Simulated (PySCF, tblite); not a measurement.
# ClH₄OSi₂ radical, a cluster model of a defect (Si site with back bonds [SiH3], O, Cl): infrared bands and EPR parameters

What infrared bands and EPR parameters should one expect for `O[Si]([SiH3])Cl`? It is drawn as: dangling bond.

Programs: tblite 0.8.0 and PySCF 2.14.0. All values are calculated, for the isolated system unless a continuum is named. Atoms count from 0, parts from 1.

## Step 1: The system as given

8 atoms, charge 0, multiplicity 2; geometry: distance geometry start.

## Step 2: Relaxing the cluster with GFN2-xTB

The job: settings as JSON, then the geometry in Å.

```
{"job": {"kind": "relax", "xc": "GFN2-xTB", "basis": "xTB"}, "charge": 0, "multiplicity": 2}
Si     0.446551    -0.007134    -0.709664
Si    -1.456857    -1.181957    -0.737209
O      1.600957    -0.424289     0.531333
Cl     0.216254     2.077313    -1.168578
H     -1.156439    -2.514127    -0.368687
H     -2.376363    -0.626612     0.189117
H     -2.040923    -1.127643    -2.030899
H      2.332497     0.111208     0.801991
```

Method: GFN2-xTB geometry optimisation, gas phase.

Started as:

```
> OMP_NUM_THREADS=1 python cluster_run.py task.json out
```

One launch serves the whole session: the jobs run in the order shown.

The log of the run:

```text
step      E/eV     max force
  0    -384.51924    2.491
  1    -384.69083    1.430
  2    -384.81824    1.471
  3    -384.85991    1.156
  4    -384.94204    0.762
  5    -384.97036    0.643
  6    -385.00268    0.455
  7    -385.01546    0.380
  8    -385.02014    0.236
  9    -385.02258    0.160
 10    -385.02637    0.253
 11    -385.02980    0.251
 12    -385.03355    0.261
 13    -385.03667    0.219
 14    -385.03935    0.188
 15    -385.04147    0.143
 16    -385.04289    0.102
 17    -385.04388    0.095
 18    -385.04495    0.116
 19    -385.04645    0.160
 20    -385.04869    0.212
 21    -385.05133    0.220
 22    -385.05344    0.156
 23    -385.05461    0.095
 24    -385.05529    0.094
 25    -385.05617    0.130
 26    -385.05715    0.118
 27    -385.05774    0.117
 28    -385.05795    0.042
 29    -385.05812    0.035
 30    -385.05834    0.042
 31    -385.05859    0.047
 32    -385.05887    0.037
 33    -385.05912    0.058
 34    -385.05932    0.079
 35    -385.05951    0.075
 36    -385.05972    0.039
 37    -385.05982    0.019
 38    -385.05987    0.026
 39    -385.05996    0.044
 40    -385.06012    0.050
 41    -385.06034    0.043
 42    -385.06048    0.034
 43    -385.06057    0.031
 44    -385.06064    0.030
 45    -385.06069    0.029
 46    -385.06077    0.063
 47    -385.06095    0.075
 48    -385.06123    0.083
 49    -385.06143    0.065
 50    -385.06169    0.060
 51    -385.06186    0.036
 52    -385.06139    0.224
 53    -385.06193    0.028
 54    -385.06197    0.022
 55    -385.06198    0.085
 56    -385.06205    0.017
 57    -385.06208    0.015
 58    -385.06213    0.020
 59    -385.06217    0.014
 60    -385.06224    0.047
 61    -385.06228    0.057
 62    -385.06241    0.046
 63    -385.06244    0.023
 64    -385.06247    0.018
 65    -385.06249    0.017
 66    -385.06256    0.023
 67    -385.06260    0.032
 68    -385.06266    0.031
 69    -385.06268    0.016
 70    -385.06269    0.010
 71    -385.06270    0.017
 72    -385.06273    0.038
 73    -385.06279    0.061
 74    -385.06290    0.074
 75    -385.06302    0.067
 76    -385.06314    0.070
 77    -385.06330    0.021
 78    -385.06333    0.023
 79    -385.06335    0.014
 80    -385.06337    0.012
 81    -385.06341    0.014
 82    -385.06345    0.020
 83    -385.06351    0.025
 84    -385.06359    0.027
 85    -385.06369    0.025
 86    -385.06382    0.029
 87    -385.06393    0.033
 88    -385.06407    0.034
 89    -385.06416    0.027
 90    -385.06422    0.028
 91    -385.06425    0.022
 92    -385.06429    0.025
 93    -385.06434    0.020
 94    -385.06437    0.016
 95    -385.06439    0.007
```

It took 1.8 s on 1 thread of Arm Neoverse V1, shared host.

Along the way:

```
step  energy from step 0 (eV)  largest force (eV/Å)
   0                   0.0000                2.4914
   4                  -0.4228                0.7614
   8                  -0.5009                0.2360
  12                  -0.5143                0.2605
  16                  -0.5236                0.1025
  20                  -0.5294                0.2118
  24                  -0.5360                0.0937
  28                  -0.5387                0.0412
  32                  -0.5396                0.0371
  36                  -0.5405                0.0399
  40                  -0.5409                0.0496
  44                  -0.5414                0.0295
  48                  -0.5420                0.0834
  52                  -0.5421                0.2237
  56                  -0.5428                0.0163
  60                  -0.5430                0.0475
  64                  -0.5432                0.0178
  68                  -0.5434                0.0307
  72                  -0.5435                0.0381
  76                  -0.5439                0.0699
  80                  -0.5441                0.0122
  84                  -0.5443                0.0277
  88                  -0.5448                0.0342
  92                  -0.5451                0.0242
  95                  -0.5451                0.0066
```

Close pairs (by a distance rule), those that changed most:

```
   bond  before (Å)  after (Å)  change (Å)
 Si0–O2       1.745      1.633      -0.113
Si0–Cl3       2.147      2.079      -0.068
Si0–Si1       2.237      2.304      +0.067
 Si1–H5       1.418      1.470      +0.051
 Si1–H4       1.414      1.463      +0.049
 Si1–H6       1.420      1.464      +0.044
  O2–H7       0.946      0.955      +0.009
```

## Step 3: Infrared spectrum: GFN2-xTB

The job: settings as JSON, then the geometry in Å.

```
{"job": {"kind": "ir", "xc": "GFN2-xTB", "basis": "xTB"}, "charge": 0, "multiplicity": 2}
Si     0.950925     0.313909    -0.509949
Si    -1.102540    -0.695618    -0.241885
O      1.766612     0.121802     0.891123
Cl     0.842937     2.375340    -0.755885
H     -0.827060    -2.125700    -0.100799
H     -2.020096    -0.337651     0.848757
H     -1.835605    -0.469639    -1.489198
H      2.224828     0.817557     1.357837
```

Level: GFN2-xTB harmonic vibrations, gas phase.

The log of the run:

```text
mode    cm-1     km/mol
  1      56.3      7.53
  2      71.6      8.81
  3     136.2     33.81
  4     187.6     59.65
  5     219.8     28.00
  6     364.6     52.23
  7     401.5     21.28
  8     457.4     15.98
  9     500.3     27.11
 10     711.2    289.31
 11     763.9    692.74
 12     779.9    235.81
 13     831.9    107.57
 14     865.1    137.74
 15    2190.6    268.15
 16    2245.4    190.66
 17    2257.5    331.61
 18    3626.5     23.96
```

It took 0.21 s on 1 thread of Arm Neoverse V1, shared host.

The strongest bands and the atoms that carry them:

```
cm⁻¹  km/mol                      atoms
 711   289.3           H7 73 %, O2 21 %
 764   692.7  H4 38 %, H6 38 %, H5 17 %
 780   235.8  H6 42 %, H4 40 %, H5 13 %
2191   268.1                    H5 95 %
2245   190.7                    H6 91 %
2258   331.6                    H4 91 %
```

## Step 4: Relaxing the molecule at PBE0-D3(BJ)/def2-SVP

Settings changed since step 3:

```diff
@@ -1,2 +1,2 @@
-{"job": {"kind": "ir", "xc": "GFN2-xTB", "basis": "xTB"}, "charge": 0, "multiplicity": 2}
+{"job": {"xc": "PBE0", "basis": "def2-SVP", "d3": "d3bj", "grid": 1, "kind": "geom"}, "charge": 0, "multiplicity": 2}
 Si     0.950925     0.313909    -0.509949
```

The log of the run:

```text
step   0  E = -1115.99280079  max force = 0.014891
step   1  E = -1115.99772355  max force = 0.003459
step   2  E = -1115.99793210  max force = 0.001709
step   3  E = -1115.99810442  max force = 0.001351
step   4  E = -1115.99821942  max force = 0.001311
step   5  E = -1115.99843540  max force = 0.001957
step   6  E = -1115.99852881  max force = 0.001525
step   7  E = -1115.99860949  max force = 0.000597
step   8  E = -1115.99862282  max force = 0.000488
step   9  E = -1115.99862849  max force = 0.000385
optimisation converged
```

Run time: 39 s. Hardware: 1 thread of Arm Neoverse V1, shared host.

Relaxation path:

```
step  energy from step 0 (eV)  largest force component (eV/Å)
   0                   0.0000                          0.7657
   1                  -0.1340                          0.1779
   2                  -0.1396                          0.0879
   3                  -0.1443                          0.0695
   4                  -0.1474                          0.0674
   5                  -0.1533                          0.1006
   6                  -0.1559                          0.0784
   7                  -0.1581                          0.0307
   8                  -0.1584                          0.0251
   9                  -0.1586                          0.0198
```

Close pairs (by a distance rule), those that changed most:

```
   bond  before (Å)  after (Å)  change (Å)
Si0–Si1       2.304      2.353      +0.049
 Si0–O2       1.633      1.665      +0.032
 Si1–H4       1.463      1.494      +0.030
 Si1–H6       1.464      1.493      +0.029
 Si1–H5       1.470      1.495      +0.026
Si0–Cl3       2.079      2.095      +0.016
  O2–H7       0.955      0.964      +0.009
```

The next job starts from the end point, and lists it.

```
                         at the end point                value
  point group (found at 0.08 Å tolerance)                   C1
rotational constants (GHz, main isotopes)  4.294, 2.180, 1.559
                        dipole moment (D)                 1.20
                                     ⟨S²⟩                0.753
```

## Step 5: g tensor and hyperfine couplings: B3LYP/pcH-1

The job: settings as JSON, then the geometry in Å.

```
{"job": {"kind": "epr", "basis": "pcH-1"}, "charge": 0, "multiplicity": 2}
Si     0.962397     0.346850    -0.434977
Si    -1.134383    -0.708249    -0.268956
O      1.737518     0.125780     1.021680
Cl     0.617876     2.389822    -0.746302
H     -0.934883    -2.169840    -0.035095
H     -1.943655    -0.119321     0.841662
H     -1.839530    -0.503831    -1.569166
H      2.535102     0.639132     1.191217
```

Level: UKS B3LYP, pcH-1 on Cl H O Si, non-relativistic, mean-field spin-orbit, GIAO.

The log of the run:

```text
UKS, coarse grid
  cycle   1  E = -1116.77435438  |g| = 5.87e-01
  cycle   2  E = -1116.39157874  |g| = 1.13e+00
  cycle   3  E = -1116.88780071  |g| = 1.19e-01
  cycle   4  E = -1116.89302933  |g| = 6.55e-02
  cycle   5  E = -1116.89490545  |g| = 7.56e-03
  cycle   6  E = -1116.89493756  |g| = 2.73e-03
  cycle   7  E = -1116.89494150  |g| = 7.13e-04
UKS, final grid
  cycle   1  E = -1116.89495196  |g| = 6.01e-04
  cycle   2  E = -1116.89495198  |g| = 6.01e-04
  cycle   3  E = -1116.89495217  |g| = 8.36e-05
  cycle   4  E = -1116.89495217  |g| = 3.21e-05
  cycle   5  E = -1116.89495218  |g| = 2.35e-05
E = -1116.89495218 Eh   <S^2> = 0.7521 (exact 0.7500)
g shifts (ppm)      1          2          3
  rmc          -193       -193       -193
  gc             65         12         74
  oz_so        -708       -188       6492
  total        -835       -368       6374
hyperfine (MHz)  atom isotope    a_iso     a_fc   dipolar eigenvalues
    0  29Si    -638.29    -639.05   -136.11     66.73     69.38
    1  29Si    -143.57    -143.78    -33.42     15.37     18.05
    2   17O      -9.20      -9.00    -37.64     18.16     19.48
    3  35Cl      20.76      20.38    -19.08    -18.33     37.41
    4    1H      -4.82      -4.82     -2.73     -1.19      3.93
    5    1H      52.19      52.19     -3.00     -0.14      3.14
    6    1H      -5.64      -5.64     -2.81     -1.24      4.05
    7    1H      -4.87      -4.94    -10.04     -4.42     14.46
```

It took 26 s on 1 thread of Arm Neoverse V1, shared host; peak memory 0.59 GiB.

Principal g values 2.00148, 2.00195, 2.00869; g(iso) = 2.00404, against 2.00232 for a free electron.

Hyperfine couplings, nucleus by nucleus at this fixed geometry (no averaging over rotations):

```
nuclei  isotope  a(iso) (MHz)  a(iso) (G, at g = 2.0023)  largest dipolar term (MHz)
   Si0     29Si        -638.3                     -227.8                      -136.1
   Si1     29Si        -143.6                      -51.2                       -33.4
    H5       1H          52.2                       18.6                         3.1
   Cl3     35Cl          20.8                        7.4                        37.4
    O2      17O          -9.2                       -3.3                       -37.6
    H6       1H          -5.6                       -2.0                         4.0
    H7       1H          -4.9                       -1.7                        14.5
    H4       1H          -4.8                       -1.7                         3.9
```

Mulliken spin populations:

```
atom  value (e)
 Si0       0.72
 Si1       0.11
  O2       0.08
 Cl3       0.07
  H4       0.00
  H5       0.03
  H6       0.00
  H7       0.00
```

In first order the couplings over 0.8 MHz of 1H, 35Cl give 64 distinct lines over 46.3 G.

The fields below are evaluated on a grid from the run's orbitals.

ELF in a plane through or near 4 of the atoms.

Ten even steps from ' ' (0.00) to '@' (1.00):
```
                                                        
                                                        
                                                        
                                                        
                  ....          ::**%%##++..            
              ..--++++::      ::**@@@@@@@@++..          
        ..======##%%%%++::    --##@@@@@@@@**::          
        **%%%%%%##**%%++..  ..==##@@@@@@@@==..          
        ##%%@@@@**::**++::::**==::::++%%**::            
        ::**##****####::..##@@::++==--  ::..            
              ..::--::    **@@==::**..--**==::          
                ..--++::::++##++--==%%@@@@%%**..        
          ..--++**##%%%%**::..::::**@@@@@@@@##::        
          --++##%%++::**##==      ==%%@@@@%%**..        
          --**%%##::##--%%##::      --++++--..          
          ::==##%%##++%%%%##--                          
            ::==**######**==::                          
              ..::--==----..                            
                                                        
                                                        
```
The map spans 10.7 Å across and 9.5 Å up, centred on the molecule. Atoms in the plane (x, y in Å): Si1 (1.4, 0.1), O2 (-1.8, 0.9), Cl3 (-1.5, -2.1), H7 (-2.7, 0.8).

log10 of the density (e/Å³) in the same plane.

Ten even steps from '0' (-4.0) to '9' (2.1):
```
0000000000000000000000000000
0000000000000000000000000000
0000000000000000000000000000
0000000000000001112111000000
0000011233322112233322110000
0000123344433223344433210000
0001244566654334455543321000
0001345678765445566553321000
0002356778765555566554321000
0001345566665566797554321000
0000234455566666786654321000
0000123455565555556654321000
0000234456666544455554321000
0001234567766543444443321000
0001234567976543333332210000
0000234566766543222221100000
0000123455555432110000000000
0000022344443321000000000000
0000001122222110000000000000
0000000011111000000000000000
```
The map spans 10.7 Å across and 9.5 Å up, centred on the molecule. Atoms in the plane (x, y in Å): Si1 (1.4, 0.1), O2 (-1.8, 0.9), Cl3 (-1.5, -2.1), H7 (-2.7, 0.8).

On the surface of density 0.002 e/bohr³ the electrostatic potential runs, from the 1st to the 99th percentile, from -0.98 V near O2 to 2.66 V near H7.

The spin density lies nearest to Si0 63 %; Si1 10 %; O2 10 %; Cl3 10 %.

## Step 6: What came out

| quantity | value |
| --- | --- |
| strongest single infrared mode (GFN2-xTB) | 764 cm⁻¹ |
| point group | C1 |
| rotational constants (main isotopes) | 4.29, 2.18, 1.56 GHz |
| g(iso) (B3LYP) | 2.00404 |
| ⟨S²⟩ | 0.752 (exact 0.75) |
| largest a(iso) | 29Si on Si0, -638.3 MHz |
| surface potential, 1st and 99th percentile | -0.98 V and 2.66 V |

In words: No mode is imaginary at GFN2-xTB; the softest lies at 56 cm⁻¹. Over 9 steps the energy fell by 0.159 eV; of the close pairs, Si0–Si1 changed most, 2.304 to 2.353 Å (PBE0/def2-SVP). Si0 carries the largest spin population, 0.72 e. The isotropic g lies 1.7 ppt above the free-electron value.
